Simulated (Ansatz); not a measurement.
# CH₃F₂Ga: up Jacob's ladder to CCSD(T)

Aim: compute CH₃F₂Ga with functionals from several rungs and with coupled cluster. The yardstick is the atomisation energy at the CCSD(T) limit.

Program: Ansatz 0.2.0, Gaussian basis. Level of theory: functionals in def2-TZVPP, the program's frozen cores in correlated methods. These are calculated values, not measurements.

The runs, in order: LDA (SPW92), PBE-D4, revPBE-D4, BLYP-D4, r2SCAN-D4, B97M-V, PBE0-D4, B3LYP-D4, r2SCANh-D4, r2SCAN0-D4, HSE06-D4, BHLYP-D4, CAM-B3LYP-D4, LC-ωPBE, ωB97X-V, ωB97M-V, B2PLYP, PBE-QIDH; CCSD(T)/def2-SVP; CCSD(T)/def2-TZVPP; MP2/def2-QZVPP; extrapolation to the limit; RPA on PBE.

## (1) Structure used throughout

The geometry comes from an earlier relaxation with PBE0-D4 in a triple-zeta def2 set; it is a stationary point, not always the lowest conformer.

SMILES `F[CH](F)[GaH2]`, 7 atoms, charge 0, spin multiplicity 1.

Atoms are counted from 1 here; the program's logs count them from 0.

Bond lengths: F1–C2 1.375 Å, C2–F3 1.368 Å, C2–Ga4 2.025 Å, C2–H5 1.096 Å, Ga4–H6 1.567 Å, Ga4–H7 1.563 Å. Angles: F1–C2–F3 107.1°, F1–C2–Ga4 107.6°, F1–C2–H5 106.6°, F3–C2–Ga4 110.8°, F3–C2–H5 106.8°, Ga4–C2–H5 117.4°, C2–Ga4–H6 119.1°, C2–Ga4–H7 117.3°, H6–Ga4–H7 123.6°.

## (2) LDA

This LDA is Slater exchange with PW92 correlation.

in.yaml

```yaml
crystal:
  periodic: [false, false, false]
  atoms:
    - {symbol: F, position_ang: [-0.149913, -1.605825, 0.831774]}
    - {symbol: C, position_ang: [0.533647, -0.449318, 0.537057]}
    - {symbol: F, position_ang: [1.662769, -0.812126, -0.145601]}
    - {symbol: Ga, position_ang: [-0.669892, 0.695690, -0.621182]}
    - {symbol: H, position_ang: [0.862923, -0.027940, 1.493183]}
    - {symbol: H, position_ang: [-1.331685, 1.974316, -0.002960]}
    - {symbol: H, position_ang: [-0.907858, 0.225213, -2.092271]}
basis:
  gaussian: {orbitals: def2-TZVPP}
hamiltonian: {xc: lda}
output: {orbitals: {seedname: orbitals}}
```

Launch:

```sh
> ansatz run in.yaml --threads 2 --pin off --events-out ev --progress --plain --max-ram 4352MiB
```

Further steps of the session: PBE-D4 (GGA); revPBE-D4 (GGA); BLYP-D4 (GGA); r2SCAN-D4 (meta-GGA); B97M-V (meta-GGA); B3LYP-D4 (hybrid); r2SCANh-D4 (hybrid); r2SCAN0-D4 (hybrid); HSE06-D4 (hybrid); BHLYP-D4 (hybrid); CAM-B3LYP-D4 (range-separated); LC-ωPBE (range-separated); ωB97X-V (range-separated); ωB97M-V (range-separated); B2PLYP (double hybrid); PBE-QIDH (double hybrid); CCSD(T) in def2-SVP; CCSD(T) in def2-TZVPP; MP2 in def2-QZVPP; RPA on PBE orbitals.

Before running them: what should the planned runs give, taken together? Wanted: atomisation energy, CCSD(T)/CBS; farthest beyond LDA; mean size of error, GGA; mean size of error, meta-GGA; mean size of error, hybrid; mean size of error, range-separated; mean size of error, double hybrid; gap, smallest and largest; T1 diagnostic.

As calculated:

| quantity | value |
| --- | --- |
| atomisation energy, CCSD(T)/CBS | 2149.0 kJ/mol |
| functionals within 21.5 kJ/mol (1.0 %) | revPBE-D4, BLYP-D4, r2SCAN-D4, B97M-V, PBE0-D4, r2SCANh-D4, HSE06-D4, CAM-B3LYP-D4, LC-ωPBE, ωB97X-V, ωB97M-V |
| farthest beyond LDA | BHLYP-D4 (-109.8 kJ/mol) |
| mean size of error, GGA | 27.5 kJ/mol |
| mean size of error, meta-GGA | 5.5 kJ/mol |
| mean size of error, hybrid | 36.7 kJ/mol |
| mean size of error, range-separated | 9.4 kJ/mol |
| mean size of error, double hybrid | 29.0 kJ/mol |
| gap, smallest and largest | 3.43 eV (LDA (SPW92)), 10.67 eV (LC-ωPBE) |
| T1 diagnostic | 0.0132 |
| triples share of the correlation energy | 3.2 % |

**Reading.** LDA overbinds by 392.1 kJ/mol (18 %). PBE-D4 misses by +51.2 kJ/mol. Double hybrids carry the basis error of their MP2 part in triple zeta, and no dispersion term here, so their miss is partly the set-up's. The rungs meta-GGA, range-separated miss on average by less than the doubt on the reference (21.5 kJ/mol), so they tie. The reference freezes the cores and leaves out relativity and excitations past (T), and its outer-core shells are covered unevenly, so misses under about 21.5 kJ/mol can't be ranked. Hartree-Fock recovers 69 % of the binding; the rest is correlation. CCSD(T) in def2-SVP is off by -120.6 kJ/mol, more than most functionals: a good method in a small basis is no reference. Orbital gaps span 3.4 to 10.7 eV; exact exchange widens them. Correlated methods include outer-core shells of Ga, which these sets cover unevenly.
